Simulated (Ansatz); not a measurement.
# MnHg (P4/mmm) in Ansatz: notebook

Runs on MnHg. Level: PBE. Tasks: single point.

Everything below comes from runs of Ansatz 0.2.0. Logs are shortened: lines on timing, memory, paths and dates and some standing lists are left out, and cuts for length are marked.

## (1) The structure

The structure is tetragonal, space group P4/mmm (No. 123). The conventional cell has a = 3.288 Å, b = 3.288 Å, c = 3.313 Å, α = 90.00°, β = 90.00°, γ = 90.00°. Around Hg (site symmetry 4/mmm) lie 8 Mn at 2.85 Å. Mn (site symmetry 4/mmm) has 8 Hg at 2.85 Å as nearest neighbours.

## (2) Single point, PBE

Contents of input.yaml:

```yaml
crystal:
  lattice:
    - [3.288, 0.0, 0.0]
    - [0.0, 3.288, 0.0]
    - [0.0, 0.0, 3.313]
  atoms:
    - { symbol: Hg, position: [0.0, 0.0, 0.0] }
    - { symbol: Mn, position: [0.5, 0.5, 0.5] }
hamiltonian:
  xc: pbe
  pseudopotentials: { kind: paw }
kpoints:
  mp_grid: { grid: [8, 8, 8] }
scf:
  occupations: { method: fermi_dirac, width: 0.05 }
output:
  forces: true
  stress: true
  eigenvalues: true
```

Potentials or basis: Ansatz PAW.

Command:

```sh
$ ansatz run input.yaml --threads 2 --pin off --max-ram 5632MiB --backend cpu --events-out ev --progress --plain --runs-dir out
```

What it wrote:

```text
Warning: RAYON_NUM_THREADS=2 ignored (pool sized by the plan → 2); use --threads N
Engine: ansatz 0.2.0, aarch64-unknown-linux-gnu
Pseudopotentials: kind: paw
Pseudopotential: Hg, paw, valence charge 20, recommended cutoff 420 eV (normal), Hg.paw.azcp
Pseudopotential: Mn, paw, valence charge 15, recommended cutoff 420 eV (normal), Mn.paw.azcp
Functional definition: PBE
  parameter kappa = 0.804
  parameter beta = 0.06672455060314922
  exchange = pbe_x(kappa = kappa, mu = beta*pi^2/3)
  correlation = pbe_c(beta = beta)
Crystal: 2 atoms, lattice volume = 35.817 Å³
Basis set: ecut = 420 eV, 739 PW (Γ), exchange–correlation on 48×48×48 points (8 copies of the dense FFT grid, shifted against one another)
Bands: 22, of which v1, the nominal top of the filled ones, is band 18 counted from 1 (17 counted from 0)
Symmetry: 16 space group operations
Space group: P4/mmm (ITA 123), of the structure as read, at distance tolerance 3.3e-5 Å
k-points: 75 of 512
Non-local potential: Hg, projectors of the file, l = 0: 3, l = 1: 2, l = 2: 2, l = 3: 1
Non-local potential: Mn, projectors of the file, l = 0: 3, l = 1: 2, l = 2: 3, l = 3: 1
PAW form: soft (Blöchl's): semilocal exchange-correlation on the pseudo side does not see the compensation charge
PAW one-centre angular grid: Hg, 590 points (default); XC on 64 Gauss nodes
PAW one-centre angular grid: Mn, 590 points (default); XC on 64 Gauss nodes
Initial density: superposition of atomic densities (neutral atoms: chi_scale 0, normalization atom), corrected by the library's trained network
Initial wavefunctions: pseudopotential atomic-orbital guess
Functional: x = pbe(κ = 0.804, μ = 0.2195149727645171), c = pbe(β = 0.06672455060314922)
SCF iter   1: F=—  HF=-17710.222995 eV  |F-HF|=—  |Δ(HF+E_count)|=         —  Δρ=5.08e-3  dr2=6.36e-3  ethr=1.77e-3  ⟨swp⟩=4.9  Hψ=6123  notcnv=0
preconditioner: auto → Kerker (q_TF=auto, 2.718 Å⁻¹)  [metal: Δε(μ)=0.063 eV  Ē_g=7.768 eV  σ=0.050 eV  W_gap=0.28  n_scr=18 (ndim 8)  ℏωp=27.0 eV  f_vac=0.000  D(μ)=4.66/eV (n_scr^D=80)]
SCF iter   2: F=—  HF=-17710.223289 eV  |F-HF|=—  |Δ(HF+E_count)|=   2.94e-4  Δρ=2.45e-3  dr2=1.50e-3  ethr=1.82e-5  ⟨swp⟩=2.0  Hψ=3319  notcnv=0
SCF iter   3: F=—  HF=-17710.223254 eV  |F-HF|=—  |Δ(HF+E_count)|=   3.49e-5  Δρ=4.23e-4  dr2=2.55e-5  ethr=4.29e-6  ⟨swp⟩=1.7  Hψ=1717  notcnv=0
SCF iter   4: F=—  HF=-17710.223256 eV  |F-HF|=—  |Δ(HF+E_count)|=   1.77e-6  Δρ=3.01e-4  dr2=8.74e-6  ethr=7.28e-8  ⟨swp⟩=2.1  Hψ=2328  notcnv=0
SCF iter   5: F=—  HF=-17710.223255 eV  |F-HF|=—  |Δ(HF+E_count)|=   9.40e-7  Δρ=6.39e-5  dr2=6.54e-7  ethr=2.50e-8  ⟨swp⟩=1.3  Hψ=1689  notcnv=0
SCF iter   6: F=-17710.223255 eV  HF=-17710.223255 eV  |F-HF|=1.31e-8  |Δ(HF+E_count)|=   2.01e-7  Δρ=1.35e-5  dr2=4.67e-8  ethr=2.86e-10  ⟨swp⟩=4.8  Hψ=6663  notcnv=0
SCF 1 converged in 6 iterations: F = -17710.223255 eV  dr2 = 4.67e-8
SCF converged after 6 iterations
Free energy (F): -17710.223255 eV
Harris-Foulkes:  -17710.223255 eV  (|F-HF|=1.31e-8)
Internal energy: -17710.182140 eV  (E = F + TS)
E sigma→0 (E₀):  -17710.202698 eV
Entropy (-TS):   -0.041115 eV (-20.558 meV/atom)
Fermi energy:    15.825949 eV
--- Per-component energies (eV) ---
  E_band       = -587.445740
  E_kinetic    = 906.128420
  E_local      = -4198.446644  (includes V_loc(G=0)·N_el)
  E_nonlocal   = 315.298553
  E_hartree    = 1768.522551
  E_xc         = -332.563217
  E_vxc        = -405.841713  (∫ρ·V_xc dr)
  E_paw        = -11244.899778  (= ΣΔE_a)
  E_vpaw       = -741.636229  (= ΣTr[D̂ρ^β])
  E_aug_tail   = 0.000934  (compensation charges beyond the density's cutoff)
  E_ewald      = -4924.222958
  E_smearing   = -0.041115  (= −TS)
  E_closure    = -0.000000  (closes the sum)
  Σ components = -17710.223255   (vs F -17710.223255, Δ=0.00e0)
--- Forces (eV/Å), atoms counted from 1 ---
  atom   1  Hg    -0.00000000     0.00000000     0.00000000
  atom   2  Mn     0.00000000     0.00000000     0.00000000
  max |Σ_I F_I| component: 1.18e-29 eV/Å
--- Stress (GPa, compression-positive) ---
      -13.976397       0.000000       0.000000
        0.000000     -13.976397       0.000000
        0.000000       0.000000     -14.048607
  P = ⅓ Tr σ = -14.0005 GPa (-140.005 kbar)
--- Band table (eV; the first three rows and the last of 75) ---
  k-point 0: bands = ["-99.2150", "-63.0244", "-47.6266", "-47.6262", "-47.6262", "-31.7893", "-31.7882", "-31.7882", "6.8818", "8.0559", "8.0699", "9.2438", "9.2438", "9.2611", "15.1002", "15.1180", "16.1053", "16.1053", "16.1105", "21.4704", "21.6847", "21.6847"]
  k-point 1: bands = ["-99.2150", "-63.0242", "-47.6284", "-47.6261", "-47.6261", "-31.7920", "-31.7881", "-31.7881", "7.1175", "8.0902", "8.1896", "9.1937", "9.1937", "9.2779", "15.0491", "15.1140", "15.9491", "15.9491", "16.0816", "19.9056", "22.1808", "22.1808"]
  k-point 2: bands = ["-99.2149", "-63.0239", "-47.6327", "-47.6258", "-47.6258", "-31.7985", "-31.7877", "-31.7877", "7.6676", "8.1750", "8.6541", "9.0753", "9.0753", "9.3190", "14.8554", "14.9229", "15.6322", "15.6322", "16.0112", "17.6749", "23.4879", "23.4879"]
  k-point 74: bands = ["-99.2143", "-63.0211", "-47.6381", "-47.6381", "-47.6369", "-31.8049", "-31.8049", "-31.8041", "8.2419", "8.2584", "8.2584", "9.8524", "9.8737", "13.8842", "13.8903", "13.8903", "16.3293", "16.3468", "16.9333", "21.2108", "21.2108", "21.2693"]
```

It took 1.6 s on 2 threads of Arm Neoverse V1, shared host; peak memory 0.35 GiB.

What came out:

```yaml
Free_energy: -17710.2233 eV
Pressure: -14.0 GPa
Band_gap_on_the_k_mesh: none (metal or under the smearing width)
```

The run has no spin-orbit coupling, so splittings on Hg are missing. Spin polarisation is off, so any magnetic state and its effect on volume and gap are missing.

## (3) Single point, PBE, collinear spin, ferromagnetic start

Edit input.yaml of step 2 so:

```diff
@@ -7,3 +7,3 @@
     - { symbol: Hg, position: [0.0, 0.0, 0.0] }
-    - { symbol: Mn, position: [0.5, 0.5, 0.5] }
+    - { symbol: Mn, position: [0.5, 0.5, 0.5], spin: 4.0 }
 hamiltonian:
@@ -11,2 +11,4 @@
   pseudopotentials: { kind: paw }
+magnetization:
+  spin_polarized: true
 kpoints:
```

Potentials or basis: Ansatz PAW.

Command:

```sh
$ ansatz run input.yaml --threads 2 --pin off --max-ram 5632MiB --backend cpu --events-out ev --progress --plain --runs-dir out
```

What it wrote:

```text
Warning: RAYON_NUM_THREADS=2 ignored (pool sized by the plan → 2); use --threads N
[... 9 set-up lines as earlier in the session ...]
Crystal: 2 atoms, lattice volume = 35.817 Å³
Basis set: ecut = 420 eV, 739 PW (Γ), exchange–correlation on 48×48×48 points (8 copies of the dense FFT grid, shifted against one another)
Bands: 24, of which v1, the nominal top of the filled ones, is band 18 counted from 1 (17 counted from 0)
[... 2 set-up lines as earlier in the session ...]
Magnetic group: BNS 123.339 (UNI 999), of the structure as read, at distance tolerance 3.3e-5 Å
k-points: 75 of 512
[... 5 set-up lines as earlier in the session ...]
Initial density: superposition of atomic densities (chi_scale 0.1, normalization cell)
Starting moments: Σ|m| = 4 μB on 1 of 2 sites
[... 2 set-up lines as earlier in the session ...]
SCF iter   1: F=—  HF=-17711.362422 eV  |F-HF|=—  |Δ(HF+E_count)|=         —  Δρ=3.96e-2 (↑3.96e-2 ↓2.83e-2)  dr2=1.92e0  dr2_m=7.48e-2  M=3.949 μB ∫|m|=4.109 μB  β_m=0.30  ethr=3.10e-3  ⟨swp⟩=4.7  Hψ=13249  notcnv=0
Mixer restart at iter 1: flushing history
preconditioner: auto → Kerker (q_TF=auto, 2.718 Å⁻¹)  [metal: Δε(μ)=0.025 eV  Ē_g=9.960 eV  σ=0.050 eV  W_gap=0.12  n_scr=18 (ndim 8)  ℏωp=27.0 eV  f_vac=0.000  D(μ)=2.15/eV (n_scr^D=18)]
spin=Collinear: Kerker preconditioning applied to the charge; magnetization (m = ρ↑ − ρ↓) channel mixes plain (no charge-response kernel on spin).
SCF iter   2: F=—  HF=-17711.509724 eV  |F-HF|=—  |Δ(HF+E_count)|=   1.47e-1  Δρ=2.36e-2 (↑2.36e-2 ↓1.92e-2)  dr2=9.08e-1  dr2_m=2.18e-2  M=3.915 μB ∫|m|=4.097 μB  β_m=0.55  ethr=3.10e-3  ⟨swp⟩=2.0  Hψ=5578  notcnv=0  defer=137
SCF iter   3: F=—  HF=-17711.611199 eV  |F-HF|=—  |Δ(HF+E_count)|=   1.01e-1  Δρ=6.64e-3 (↑6.36e-3 ↓6.64e-3)  dr2=9.85e-2  dr2_m=4.39e-4  M=3.854 μB ∫|m|=4.088 μB  β_m=0.68  ethr=2.59e-3  ⟨swp⟩=2.1  Hψ=5753  notcnv=0  defer=137
[... 8 lines left out ...]
SCF converged after 10 iterations
Magnetization: 3.8782 μB (19.4391 up, 15.5609 down)
Absolute magnetization: 4.1342 μB (∫|ρ↑−ρ↓|, with the PAW one-centre terms)
Spin contamination: 0.1392 ħ² per cell (⟨S²⟩ above its minimum at these occupations)
Per-site moments (μB) at R_I (Å): [(-0.02514179357155584, 1.1775747433980837), (3.848900627523893, 1.1775747433980837)]
Free energy (F): -17711.595790 eV
Harris-Foulkes:  -17711.595790 eV  (|F-HF|=4.12e-9)
Internal energy: -17711.582426 eV  (E = F + TS)
E sigma→0 (E₀):  -17711.589108 eV
Entropy (-TS):   -0.013364 eV (-6.682 meV/atom)
Fermi energy:    16.563639 eV
--- Per-component energies (eV) ---
  E_band       = -584.493877
  E_kinetic    = 905.141201
  E_local      = -4205.193881  (includes V_loc(G=0)·N_el)
  E_nonlocal   = 320.348180
  E_hartree    = 1774.073089
  E_xc         = -333.138720
  E_vxc        = -406.581860  (∫ρ·V_xc dr)
  E_paw        = -11248.590272  (= ΣΔE_a)
  E_vpaw       = -746.351087  (= ΣTr[D̂ρ^β])
  E_aug_tail   = 0.000934  (compensation charges beyond the density's cutoff)
  E_ewald      = -4924.222958
  E_smearing   = -0.013364  (= −TS)
  E_closure    = 0.000000  (closes the sum)
  Σ components = -17711.595790   (vs F -17711.595790, Δ=0.00e0)
--- Forces (eV/Å), atoms counted from 1 ---
  atom   1  Hg    -0.00000000     0.00000000     0.00000000
  atom   2  Mn     0.00000000     0.00000000     0.00000000
  max |Σ_I F_I| component: 9.47e-29 eV/Å
--- Stress (GPa, compression-positive) ---
        2.018306       0.000000       0.000000
        0.000000       2.018306       0.000000
        0.000000       0.000000       1.990933
  P = ⅓ Tr σ = 2.0092 GPa (20.092 kbar)
--- Band table (eV; the first three rows and the last of 150) ---
  k-point 0 ↑: bands = ["-98.9549", "-64.7656", "-47.3736", "-47.3733", "-47.3733", "-33.5179", "-33.5129", "-33.5129", "6.8238", "8.2493", "8.2611", "9.4375", "9.4375", "9.4562", "13.6601", "13.6742", "14.5724", "14.5724", "14.5738", "21.3207", "21.5345", "21.5345", "25.3937", "27.8031"]
  k-point 1 ↑: bands = ["-98.9549", "-64.7655", "-47.3754", "-47.3732", "-47.3732", "-33.5204", "-33.5128", "-33.5128", "7.0640", "8.2907", "8.3789", "9.3913", "9.3913", "9.4781", "13.6064", "13.6972", "14.4433", "14.4433", "14.5417", "19.6624", "22.0022", "22.0022", "26.2028", "27.9129"]
  k-point 2 ↑: bands = ["-98.9548", "-64.7652", "-47.3798", "-47.3728", "-47.3728", "-33.5265", "-33.5125", "-33.5125", "7.6699", "8.3946", "8.7900", "9.2814", "9.2814", "9.5319", "13.4722", "13.6668", "14.1702", "14.1702", "14.4630", "17.1475", "23.2643", "23.2643", "26.5667", "27.8883"]
  k-point 74 ↓: bands = ["-98.9242", "-60.6617", "-47.3516", "-47.3516", "-47.3502", "-29.5070", "-29.5059", "-29.5059", "8.4610", "8.4771", "8.4771", "10.0896", "10.1116", "14.9535", "14.9562", "14.9562", "17.0084", "18.5416", "18.5557", "22.2230", "22.2230", "22.2231", "22.2231", "22.2714"]
```

Run time: 5.2 s. Hardware: 2 threads of Arm Neoverse V1, shared host; peak memory 0.39 GiB.

Results:

* Free energy: -17711.5958 eV
* Pressure: 2.0 GPa
* Band gap on the k mesh: none (metal or under the smearing width)
* Net moment: 3.88 μB per cell
* Absolute moment: 4.13 μB per cell
* Site moments: Hg -0.03; Mn +3.85 μB

## (4) Single point, PBE, collinear spin, random start

Edit input.yaml of step 3 so:

```diff
@@ -7,3 +7,3 @@
     - { symbol: Hg, position: [0.0, 0.0, 0.0] }
-    - { symbol: Mn, position: [0.5, 0.5, 0.5], spin: 4.0 }
+    - { symbol: Mn, position: [0.5, 0.5, 0.5], spin: 0.28 }
 hamiltonian:
```

Potentials or basis: Ansatz PAW.

Command:

```sh
$ ansatz run input.yaml --threads 2 --pin off --max-ram 5632MiB --backend cpu --events-out ev --progress --plain --runs-dir out
```

What it wrote:

```text
Warning: RAYON_NUM_THREADS=2 ignored (pool sized by the plan → 2); use --threads N
[... 9 set-up lines as earlier in the session ...]
Crystal: 2 atoms, lattice volume = 35.817 Å³
Basis set: ecut = 420 eV, 739 PW (Γ), exchange–correlation on 48×48×48 points (8 copies of the dense FFT grid, shifted against one another)
Bands: 22, of which v1, the nominal top of the filled ones, is band 18 counted from 1 (17 counted from 0)
[... 2 set-up lines as earlier in the session ...]
Magnetic group: BNS 123.339 (UNI 999), of the structure as read, at distance tolerance 3.3e-5 Å
k-points: 75 of 512
[... 6 set-up lines as earlier in the session ...]
Starting moments: Σ|m| = 0.28 μB on 1 of 2 sites
[... 2 set-up lines as earlier in the session ...]
SCF iter   1: F=—  HF=-17712.921783 eV  |F-HF|=—  |Δ(HF+E_count)|=         —  Δρ=2.23e-1 (↑2.23e-1 ↓1.96e-1)  dr2=1.92e0  dr2_m=1.42e1  M=3.593 μB ∫|m|=3.713 μB  β_m=0.30  ethr=3.10e-3  ⟨swp⟩=4.0  Hψ=11909  notcnv=0
Mixer restart at iter 1: flushing history
preconditioner: auto → Kerker (q_TF=auto, 2.718 Å⁻¹)  [metal: Δε(μ)=0.014 eV  Ē_g=7.671 eV  σ=0.050 eV  W_gap=0.07  n_scr=18 (ndim 8)  ℏωp=27.0 eV  f_vac=0.000  D(μ)=2.10/eV (n_scr^D=18)]
spin=Collinear: Kerker preconditioning applied to the charge; magnetization (m = ρ↑ − ρ↓) channel mixes plain (no charge-response kernel on spin).
SCF iter   2: F=—  HF=-17712.263384 eV  |F-HF|=—  |Δ(HF+E_count)|=   6.58e-1  Δρ=1.60e-1 (↑1.60e-1 ↓1.39e-1)  dr2=1.01e0  dr2_m=7.25e0  M=3.620 μB ∫|m|=3.778 μB  β_m=0.65  ethr=3.10e-3  ⟨swp⟩=2.0  Hψ=5079  notcnv=0  defer=14
SCF iter   3: F=—  HF=-17711.583370 eV  |F-HF|=—  |Δ(HF+E_count)|=   6.80e-1  Δρ=7.14e-3 (↑7.14e-3 ↓5.98e-3)  dr2=2.67e-2  dr2_m=7.94e-3  M=3.782 μB ∫|m|=4.028 μB  β_m=0.81  ethr=2.88e-3  ⟨swp⟩=2.6  Hψ=5973  notcnv=0  defer=14
SCF iter   4: F=—  HF=-17711.586022 eV  |F-HF|=—  |Δ(HF+E_count)|=   2.65e-3  Δρ=4.22e-3 (↑2.17e-3 ↓4.22e-3)  dr2=6.99e-3  dr2_m=7.79e-4  M=3.835 μB ∫|m|=4.086 μB  β_m=0.90  ethr=7.63e-5  ⟨swp⟩=2.2  Hψ=6075  notcnv=0  defer=21
SCF iter   5: F=—  HF=-17711.595813 eV  |F-HF|=—  |Δ(HF+E_count)|=   9.79e-3  Δρ=2.59e-3 (↑2.59e-3 ↓2.41e-3)  dr2=2.55e-4  dr2_m=1.89e-3  M=3.868 μB ∫|m|=4.118 μB  β_m=0.95  ethr=2.00e-5  ⟨swp⟩=2.0  Hψ=6069  notcnv=0  defer=21
SCF iter   6: F=—  HF=-17711.596127 eV  |F-HF|=—  |Δ(HF+E_count)|=   3.14e-4  Δρ=1.63e-3 (↑1.63e-3 ↓1.58e-3)  dr2=3.32e-3  dr2_m=2.88e-5  M=3.874 μB ∫|m|=4.125 μB  β_m=0.86  ethr=7.30e-7  ⟨swp⟩=2.1  Hψ=6449  notcnv=0  defer=21
SCF iter   7: F=—  HF=-17711.595785 eV  |F-HF|=—  |Δ(HF+E_count)|=   3.43e-4  Δρ=2.35e-4 (↑2.33e-4 ↓2.35e-4)  dr2=2.01e-5  dr2_m=5.55e-6  M=3.878 μB ∫|m|=4.129 μB  β_m=0.93  ethr=7.30e-7  ⟨swp⟩=2.3  Hψ=6448  notcnv=0  defer=21
SCF iter   8: F=—  HF=-17711.595788 eV  |F-HF|=—  |Δ(HF+E_count)|=   2.89e-6  Δρ=1.17e-4 (↑4.14e-5 ↓1.17e-4)  dr2=7.25e-6  dr2_m=8.48e-7  M=3.878 μB ∫|m|=4.129 μB  β_m=0.96  ethr=5.76e-8  ⟨swp⟩=2.0  Hψ=5406  notcnv=0  defer=21
SCF iter   9: F=—  HF=-17711.595790 eV  |F-HF|=—  |Δ(HF+E_count)|=   2.83e-6  Δρ=2.41e-5 (↑2.41e-5 ↓1.35e-5)  dr2=3.18e-7  dr2_m=3.19e-8  M=3.878 μB ∫|m|=4.130 μB  β_m=0.98  ethr=2.07e-8  ⟨swp⟩=2.2  Hψ=4830  notcnv=0  defer=21
SCF iter  10: F=-17711.595790 eV  HF=-17711.595790 eV  |F-HF|=6.29e-10  |Δ(HF+E_count)|=   4.92e-9  Δρ=4.16e-6 (↑4.07e-6 ↓4.16e-6)  dr2=1.49e-8  dr2_m=1.00e-9  M=3.878 μB ∫|m|=4.130 μB  ethr=2.86e-10  ⟨swp⟩=3.5  Hψ=12977  notcnv=0
SCF 1 converged in 10 iterations: F = -17711.595790 eV  dr2 = 1.49e-8
SCF converged after 10 iterations
Magnetization: 3.8781 μB (19.4391 up, 15.5609 down)
Absolute magnetization: 4.1342 μB (∫|ρ↑−ρ↓|, with the PAW one-centre terms)
Spin contamination: 0.1392 ħ² per cell (⟨S²⟩ above its minimum at these occupations)
Per-site moments (μB) at R_I (Å): [(-0.025141608201729823, 1.1775747433980837), (3.848888968619385, 1.1775747433980837)]
Free energy (F): -17711.595790 eV
Harris-Foulkes:  -17711.595790 eV  (|F-HF|=6.29e-10)
Internal energy: -17711.582425 eV  (E = F + TS)
E sigma→0 (E₀):  -17711.589108 eV
Entropy (-TS):   -0.013366 eV (-6.683 meV/atom)
Fermi energy:    16.563626 eV
--- Per-component energies (eV) ---
  E_band       = -584.495425
  E_kinetic    = 905.141641
  E_local      = -4205.196115  (includes V_loc(G=0)·N_el)
  E_nonlocal   = 320.348612
  E_hartree    = 1774.074878
  E_xc         = -333.138711
  E_vxc        = -406.581841  (∫ρ·V_xc dr)
  E_paw        = -11248.590706  (= ΣΔE_a)
  E_vpaw       = -746.351245  (= ΣTr[D̂ρ^β])
  E_aug_tail   = 0.000934  (compensation charges beyond the density's cutoff)
  E_ewald      = -4924.222958
  E_smearing   = -0.013366  (= −TS)
  E_closure    = 0.000000  (closes the sum)
  Σ components = -17711.595790   (vs F -17711.595790, Δ=0.00e0)
--- Forces (eV/Å), atoms counted from 1 ---
  atom   1  Hg    -0.00000000    -0.00000000     0.00000000
  atom   2  Mn     0.00000000     0.00000000     0.00000000
  max |Σ_I F_I| component: 3.55e-30 eV/Å
--- Stress (GPa, compression-positive) ---
        2.018307       0.000000       0.000000
        0.000000       2.018307       0.000000
        0.000000       0.000000       1.990971
  P = ⅓ Tr σ = 2.0092 GPa (20.092 kbar)
--- Band table (eV; the first three rows and the last of 150) ---
  k-point 0 ↑: bands = ["-98.9551", "-64.7656", "-47.3738", "-47.3734", "-47.3734", "-33.5179", "-33.5129", "-33.5129", "6.8238", "8.2492", "8.2611", "9.4374", "9.4374", "9.4562", "13.6602", "13.6743", "14.5724", "14.5724", "14.5738", "21.3207", "21.5345", "21.5345"]
  k-point 1 ↑: bands = ["-98.9550", "-64.7654", "-47.3756", "-47.3733", "-47.3733", "-33.5204", "-33.5128", "-33.5128", "7.0640", "8.2907", "8.3788", "9.3912", "9.3912", "9.4780", "13.6065", "13.6972", "14.4433", "14.4433", "14.5417", "19.6624", "22.0022", "22.0022"]
  k-point 2 ↑: bands = ["-98.9549", "-64.7651", "-47.3799", "-47.3729", "-47.3729", "-33.5264", "-33.5125", "-33.5125", "7.6699", "8.3946", "8.7899", "9.2813", "9.2813", "9.5318", "13.4722", "13.6669", "14.1702", "14.1702", "14.4630", "17.1475", "23.2643", "23.2643"]
  k-point 74 ↓: bands = ["-98.9243", "-60.6617", "-47.3517", "-47.3517", "-47.3503", "-29.5070", "-29.5059", "-29.5059", "8.4609", "8.4770", "8.4770", "10.0895", "10.1115", "14.9535", "14.9562", "14.9562", "17.0084", "18.5416", "18.5557", "22.2229", "22.2229", "22.2232"]
```

Run time: 4.9 s. Hardware: 2 threads of Arm Neoverse V1, shared host; peak memory 0.39 GiB.

What came out:

```yaml
Free_energy: -17711.5958 eV
Pressure: 2.0 GPa
Band_gap_on_the_k_mesh: none (metal or under the smearing width)
Net_moment: 3.88 μB per cell
Absolute_moment: 4.13 μB per cell
Site_moments: Hg -0.03; Mn +3.85 μB
```

## (5) The runs side by side

| spin | gap on the mesh (eV) | pressure (GPa) | moment (μB) |
| --- | --- | --- | --- |
| off | none | -14.0 | - |
| collinear, ferromagnetic start | none | 2.0 | 3.88 |
| collinear, random start | none | 2.0 | 3.88 |

Alike in all rows: task single point; level PBE; potentials or basis Ansatz PAW; cell as given; k mesh 8 × 8 × 8; cutoff (eV) 420; smearing fermi-dirac 0.05 eV.

Every run on the cell as given and a fine mesh finds a metal.

Total energies depend on the potentials used, so only differences within one code and one set of settings carry meaning.
